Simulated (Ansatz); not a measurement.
**CH₆F₂O₂Si₂: taking an electron away**

How much energy removes an electron from CH₆F₂O₂Si₂ at fixed geometry? The cation is run at each level and the neutral's energy taken from earlier runs.

Computed with Ansatz 0.2.0, Gaussian basis. Level: unrestricted cation, the program's frozen cores in correlated methods.

Plan: UKS PBE-D4/def2-TZVPP; UKS r2SCAN-D4/def2-TZVPP; UKS PBE0-D4/def2-TZVPP; UKS B3LYP-D4/def2-TZVPP; UKS wB97X-V/def2-TZVPP; UKS wB97M-V/def2-TZVPP; UKS B2PLYP/def2-TZVPP; UHF-CCSD(T)/def2-TZVPP; UHF-MP2/def2-QZVPP; extrapolation to the limit; then −ε(HOMO) from the neutral's earlier runs with LDA (SPW92), PBE-D4, revPBE-D4, BLYP-D4, r2SCAN-D4, B97M-V, PBE0-D4, B3LYP-D4, r2SCANh-D4, r2SCAN0-D4, HSE06-D4, BHLYP-D4, CAM-B3LYP-D4, LC-ωPBE, ωB97X-V, ωB97M-V.

### 1 The relaxed structure

The geometry comes from an earlier relaxation with PBE0-D4 in a triple-zeta def2 set; it is a stationary point, not always the lowest conformer.

13 atoms, charge 0, spin multiplicity 1.

Atoms are counted from 1 here; the program's logs count them from 0.

Bond lengths: O1–Si2 1.635 Å, O1–H8 0.959 Å, Si2–O3 1.646 Å, Si2–C4 1.863 Å, Si2–H9 1.487 Å, O3–H10 0.959 Å, C4–Si5 1.838 Å, C4–H11 1.095 Å, C4–H12 1.096 Å, Si5–F6 1.590 Å, Si5–F7 1.599 Å, Si5–H13 1.475 Å. Angles: Si2–O1–H8 117.6°, O1–Si2–O3 107.7°, O1–Si2–C4 106.1°, O1–Si2–H9 112.1°, O3–Si2–C4 111.8°, O3–Si2–H9 108.7°, C4–Si2–H9 110.3°, Si2–O3–H10 117.2°, Si2–C4–Si5 113.5°, Si2–C4–H11 109.3°, Si2–C4–H12 108.5°, Si5–C4–H11 109.5°, Si5–C4–H12 108.5°, H11–C4–H12 107.3°, C4–Si5–F6 111.1°, C4–Si5–F7 109.1°, C4–Si5–H13 115.0°, F6–Si5–F7 105.9° and more.

### 2 Cation, UKS PBE-D4/def2-TZVPP

File in.yaml:

```yaml
crystal:
  periodic: [false, false, false]
  atoms:
    - {symbol: O, position_ang: [-1.032357, 0.349896, 2.313891]}
    - {symbol: Si, position_ang: [-0.537575, -0.471584, 0.989423]}
    - {symbol: O, position_ang: [0.973894, -1.049281, 1.293072]}
    - {symbol: C, position_ang: [-0.541366, 0.755631, -0.412521]}
    - {symbol: Si, position_ang: [0.785396, 0.459243, -1.649214]}
    - {symbol: F, position_ang: [0.390599, 1.062950, -3.066557]}
    - {symbol: F, position_ang: [0.950673, -1.115248, -1.873418]}
    - {symbol: H, position_ang: [-0.985960, -0.100678, 3.158635]}
    - {symbol: H, position_ang: [-1.432589, -1.617234, 0.675446]}
    - {symbol: H, position_ang: [1.267988, -1.801273, 0.775582]}
    - {symbol: H, position_ang: [-1.516985, 0.734046, -0.909785]}
    - {symbol: H, position_ang: [-0.409703, 1.760308, 0.004918]}
    - {symbol: H, position_ang: [2.108481, 0.998524, -1.284674]}
basis:
  gaussian: {orbitals: def2-TZVPP}
total_charge: 1
magnetization: {spin_polarized: true, initial_magnetization: 1}
hamiltonian: {xc: pbe, dispersion: d4}
```

The runs that follow: Cation, UKS r2SCAN-D4/def2-TZVPP; Cation, UKS PBE0-D4/def2-TZVPP; Cation, UKS B3LYP-D4/def2-TZVPP; Cation, UKS wB97X-V/def2-TZVPP; Cation, UKS wB97M-V/def2-TZVPP; Cation, UKS B2PLYP (frozen core)/def2-TZVPP; Cation, UHF-CCSD(T)/def2-TZVPP; Cation, UHF-MP2/def2-QZVPP.

Q: Predict the results of all the runs planned. Wanted: ionisation energy, CCSD(T)/CBS; nearest functional by difference; nearest −ε(HOMO); −ε(HOMO) of PBE; T1 of the cation.

The runs gave:

| quantity | value |
| --- | --- |
| ionisation energy, CCSD(T)/CBS | 11.29 eV |
| nearest functional by difference | ωB97X-V (-0.29 eV) |
| nearest −ε(HOMO) | LC-ωPBE (+0.09 eV) |
| −ε(HOMO) of PBE | 7.15 eV |
| T1 of the cation | 0.038 |

In words: By cation minus neutral, the functionals miss by 1.25 eV at most. −ε(HOMO) of PBE misses by 4.1 eV, since self-interaction lifts the level. Among orbital estimates LC-ωPBE comes nearest. Hartree-Fock falls 0.56 eV short, as the neutral has more correlation energy than the cation. The cation's T1 (from the report) is 0.038, near the customary mark of 0.045 for open shells, so the coupled-cluster value is less safe.
